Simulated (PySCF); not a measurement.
# RuCl₃⁺: relaxation and vibrations of the quintet

Where does quintet RuCl₃⁺ go from a T-shaped start, is the end point a minimum, and what are its modes, charges and moments?

The runs use PySCF 2.14.0; PBE0, basis Ru def2-TZVP with ECP28, Cl def2-TZVP, scalar-relativistic core potentials, no spin–orbit coupling, density fitting.

## Step 1: Starting geometry

4 atoms, charge 1, spin multiplicity 5.

Bond lengths: Ru1–Cl2 2.195 Å, Ru1–Cl3 2.195 Å, Ru1–Cl4 2.195 Å. Angles: Cl2–Ru1–Cl3 88.0°, Cl2–Ru1–Cl4 88.0°, Cl3–Ru1–Cl4 176.0°.

```xyz
4
charge 1 multiplicity 5
Ru    0.0000    0.0000    0.0000
Cl    0.0000    0.0000    2.1952
Cl    2.1939    0.0000    0.0766
Cl   -2.1939    0.0000    0.0766
```

## Step 2: First SCF at the start

The steps below are one call of a driver around PySCF. For each, scf.py gives the equivalent set-up of the SCF; relaxations use the driver's own optimiser. After this first run the driver tries any further starts and a stability analysis.

The input, scf.py:

```python
from pyscf import gto, scf, dft
mol = gto.M(atom='''
Ru     0.000000     0.000000     0.000000
Cl     0.000000     0.000000     2.195200
Cl     2.193900     0.000000     0.076600
Cl    -2.193900     0.000000     0.076600''',
    basis={'Ru': 'def2-TZVP', 'Cl': 'def2-TZVP'},
    ecp={'Ru': 'def2-TZVP'},
    charge=1, spin=4)
mf = dft.UKS(mol, xc='PBE0')
mf.grids.atom_grid = (50, 194)
aux = {'Ru': 'def2-universal-JKFIT', 'Cl': 'def2-universal-JKFIT'}
mf = mf.density_fit(auxbasis=aux)
mf.conv_tol = 1e-08
mf.diis_space = 10
mf.max_cycle = 60
mf.init_guess = 'minao'
mf.verbose = 4
mf.kernel()
```

Started as:

```bash
> OMP_NUM_THREADS=4 python axn.py task.json out
```

The log of the run:

```text
init E= -1467.37284777459
[... the frontier-level lines of each cycle are left out ...]
cycle= 1 E= -1473.79983243191  delta_E= -6.43  |g|= 1.47  |ddm|= 3.19
cycle= 2 E= -1464.76062903161  delta_E= 9.04  |g|= 3.72  |ddm|= 6.02
cycle= 3 E= -1474.66694803404  delta_E= -9.91  |g|= 0.302  |ddm|= 5.88
cycle= 4 E= -1474.52380334828  delta_E= 0.143  |g|= 0.679  |ddm|= 1.04
cycle= 5 E= -1474.64906684239  delta_E= -0.125  |g|= 0.512  |ddm|= 0.33
cycle= 6 E= -1474.72085224452  delta_E= -0.0718  |g|= 0.356  |ddm|= 0.124
cycle= 7 E= -1474.78149397881  delta_E= -0.0606  |g|= 0.13  |ddm|= 0.215
cycle= 8 E= -1474.78793984579  delta_E= -0.00645  |g|= 0.0653  |ddm|= 0.0608
cycle= 9 E= -1474.79008666036  delta_E= -0.00215  |g|= 0.0192  |ddm|= 0.0445
cycle= 10 E= -1474.79028111744  delta_E= -0.000194  |g|= 0.00304  |ddm|= 0.0146
cycle= 11 E= -1474.79029454416  delta_E= -1.34e-05  |g|= 0.000868  |ddm|= 0.00573
cycle= 12 E= -1474.79029726199  delta_E= -2.72e-06  |g|= 0.000685  |ddm|= 0.00338
cycle= 13 E= -1474.7902978096  delta_E= -5.48e-07  |g|= 0.000263  |ddm|= 0.00145
cycle= 14 E= -1474.79029791567  delta_E= -1.06e-07  |g|= 6.54e-05  |ddm|= 0.000675
cycle= 15 E= -1474.79029792824  delta_E= -1.26e-08  |g|= 2.34e-05  |ddm|= 0.000273
cycle= 16 E= -1474.79029792959  delta_E= -1.35e-09  |g|= 1.36e-05  |ddm|= 8.25e-05
Extra cycle  E= -1474.79029792917  delta_E= 4.2e-10  |g|= 3.85e-05  |ddm|= 3.93e-05
converged SCF energy = -1474.79029792917  <S^2> = 6.0243529  2S+1 = 5.0097317
```

This step, with its further starts and checks, needed 49 s of wall time on 4 threads of Arm Neoverse V1, shared host.

The starts that the driver tried:

```csv
start,energy (Eh)
the minimal-basis guess,-1474.790298
a thermally smeared density,-1474.790298
a smeared PBE density,-1474.790298
```

The test of internal stability and the other starts found no lower solution of this spin.

## Step 3: Relaxing the quintet from the T-shaped start

The program finds C2v symmetry in the start, which this walk keeps. The walk stops when the largest gradient is under 0.0003 Eh/bohr and the energy has settled too.

scf.py, as its differences from that of step 2:

```diff
@@ -3,4 +3,4 @@
-Ru     0.000000     0.000000     0.000000
-Cl     0.000000     0.000000     2.195200
-Cl     2.193900     0.000000     0.076600
-Cl    -2.193900     0.000000     0.076600''',
+Ru     0.000000     0.000000    -0.397082
+Cl     0.000000     0.000000     1.798118
+Cl     2.193900     0.000000    -0.320482
+Cl    -2.193900     0.000000    -0.320482''',
@@ -17 +16,0 @@
-mf.init_guess = 'minao'
```

Steps of the walk:

```csv
step,energy (Eh),change (kJ/mol),largest symmetric gradient (Eh/bohr)
0,-1474.790298,0.00,0.04146
1,-1474.798442,-21.38,0.02778
2,-1474.807637,-45.52,0.02299
3,-1474.810080,-51.94,0.00678
4,-1474.811070,-54.54,0.00254
5,-1474.811133,-54.70,0.00085
6,-1474.811134,-54.71,0.00016
```

The walk took 56 s.

Geometry (Å) and forces (eV/Å) at some steps:

```
step 0
Ru   0.000   0.000  -0.397   0.000   0.000   2.132
Cl   0.000   0.000   1.798   0.000   0.000  -0.613
Cl   2.194   0.000  -0.320  -0.252   0.000  -0.759
Cl  -2.194   0.000  -0.320   0.252   0.000  -0.759
step 1
Ru   0.000   0.000  -0.314   0.000   0.000   1.428
Cl   0.000   0.000   1.837   0.000   0.000  -0.152
Cl   2.181   0.000  -0.381  -0.070   0.000  -0.638
Cl  -2.181   0.000  -0.381   0.070   0.000  -0.638
step 3
Ru   0.000   0.000  -0.101  -0.001   0.000  -0.209
Cl   0.000   0.000   2.006   0.000   0.000   0.349
Cl   2.133   0.000  -0.572  -0.345   0.000  -0.070
Cl  -2.133   0.000  -0.572   0.345   0.000  -0.070
step 6
Ru   0.000   0.000  -0.041   0.001   0.000  -0.001
Cl   0.000   0.000   2.083   0.000   0.000  -0.007
Cl   2.080   0.000  -0.641  -0.009   0.000   0.004
Cl  -2.080   0.000  -0.641   0.008   0.000   0.004
```

After 6 steps and 54.7 kJ/mol it ends at C2v: Ru–Cl 2.124 Å, Ru–Cl 2.165 Å (×2); Cl–Ru–Cl 106.1° (×2), Cl–Ru–Cl 147.8°.

## Step 4: Frequencies

The point is checked on the finer grid, and tightened if its gradient asks for it. The Hessian and the dipole derivatives come from central differences of analytic gradients, with steps of 0.02 bohr.

scf.py, as its differences from that of step 3:

```diff
@@ -3,4 +3,4 @@
-Ru     0.000000     0.000000    -0.397082
-Cl     0.000000     0.000000     1.798118
-Cl     2.193900     0.000000    -0.320482
-Cl    -2.193900     0.000000    -0.320482''',
+Ru     0.000000     0.000000    -0.161595
+Cl     0.000000     0.000000     1.961984
+Cl     2.083336     0.000000    -0.750734
+Cl    -2.083336     0.000000    -0.750734''',
@@ -11 +11 @@
-mf.grids.atom_grid = (50, 194)
+mf.grids.atom_grid = (75, 302)
@@ -14 +14 @@
-mf.conv_tol = 1e-08
+mf.conv_tol = 1e-10
```

This SCF starts from the last density.

Log of the central SCF (cycles and frontier levels):

```text
init E= -1474.81109339412
[... the frontier-level lines of each cycle are left out ...]
cycle= 1 E= -1474.81109339404  delta_E= 7.69e-11  |g|= 1.25e-05  |ddm|= 1.51e-05
cycle= 2 E= -1474.81109339354  delta_E= 5.02e-10  |g|= 3.25e-05  |ddm|= 3.64e-05
cycle= 3 E= -1474.81109339412  delta_E= -5.8e-10  |g|= 5.92e-06  |ddm|= 2.55e-05
cycle= 4 E= -1474.81109339413  delta_E= -1.16e-11  |g|= 2.46e-07  |ddm|= 3.58e-06
Extra cycle  E= -1474.81109339413  delta_E= -1.36e-12  |g|= 3.65e-07  |ddm|= 4.35e-07
converged SCF energy = -1474.81109339413  <S^2> = 6.0229915  2S+1 = 5.0091882
```

The whole step took 4.2 min.

Geometry: C2v; Ru–Cl 2.124 Å, Ru–Cl 2.165 Å (×2); Cl–Ru–Cl 105.8° (×2), Cl–Ru–Cl 148.4°.

Harmonic modes (main isotopes):

```tsv
symmetry	ω (cm⁻¹)	IR (km/mol)	type
b1	64	4.0	bend
b2	100	0.3	bend
a1	113	0.2	bend
a1	417	1.2	stretch
a1	481	24.2	stretch
b2	485	76.5	stretch
```

No imaginary mode, so this is a minimum.

Properties at this point:

```yaml
Dipole_moment_about_the_centre_of_mass: 0.07 D
Highest_occupied_level: -13.95 eV
Lowest_empty_level: -11.17 eV
Rotational_constants: 0.09541, 0.05553, 0.0351 cm⁻¹
Zero-point_energy: 9.9 kJ/mol
Principal_polarisabilities: 38.7, 79.2, 110.9 bohr³
Principal_traceless_quadrupole_moments_about_the_centre_of_mass: -5.64, 2.70, 2.94 D Å
Entropy_at_298.15_K_and_1_bar_electronic_part_spin_only: 358.1 J/(mol K)
Heat_capacity_Cp_at_298.15_K: 74.5 J/(mol K)
Enthalpy_at_298.15_K_above_0_K: 17.84 kJ/mol
Rotational_symmetry_number: 2
Spin_squared_⟨S²⟩: 6.023
```

Populations by atom (charges in e):

```json
{"atom": "Ru1", "Mulliken": "1.10", "Löwdin": "0.01", "polar tensor": "1.54", "spin (Mulliken)": "2.89", "Mayer order to Ru1": "–"}
{"atom": "Cl2", "Mulliken": "0.01", "Löwdin": "0.39", "polar tensor": "-0.08", "spin (Mulliken)": "0.38", "Mayer order to Ru1": "1.39"}
{"atom": "Cl3,4", "Mulliken": "-0.05", "Löwdin": "0.30", "polar tensor": "-0.23", "spin (Mulliken)": "0.36", "Mayer order to Ru1": "1.26"}
```

Outer orbital energies (eV). α occupied: -16.52, -16.30, -16.27, -16.03, -15.35, -15.23, -14.66, -13.95; empty: -10.61, -5.20, -5.15, -3.15. β occupied: -17.98, -17.59, -16.41, -16.34, -16.16, -15.52, -15.16, -14.96; empty: -11.17, -11.02, -10.85, -10.27.

Mulliken populations on Ru1 (outside its core potential): s 2.38, p 6.32, d 6.18, f 0.01.

## Step 5: Results

| quantity | value |
| --- | --- |
| minimum | quintet, C2v |
| geometry | Ru–Cl 2.124 Å, Ru–Cl 2.165 Å (×2); Cl–Ru–Cl 105.8° (×2), Cl–Ru–Cl 148.4° |
| wavenumbers (cm⁻¹) | 64 (b1), 100 (b2), 113 (a1), 417 (a1), 481 (a1), 485 (b2) |
| dipole moment (centre of mass) | 0.07 D |
| highest occupied, lowest empty level (either spin) | -13.95, -11.17 eV |
| polar-tensor charge of Ru1 | +1.54 e |
| zero-point energy | 9.9 kJ/mol |
| entropy at 298.15 K | 358.1 J/(mol K) |
| ⟨S²⟩ | 6.023 |

In words: The T-shaped start keeps its C2v symmetry and ends in a minimum. In the infrared the band at 485 cm⁻¹ (b2, stretch) leads. Most of the spin sits on Ru1 (Mulliken spin 2.89, against 4 for the whole molecule). Other starts or spin states, not run here, may lie lower. One determinant may miss the lowest occupation of an open d or f shell.

The search up to here took 6 min.
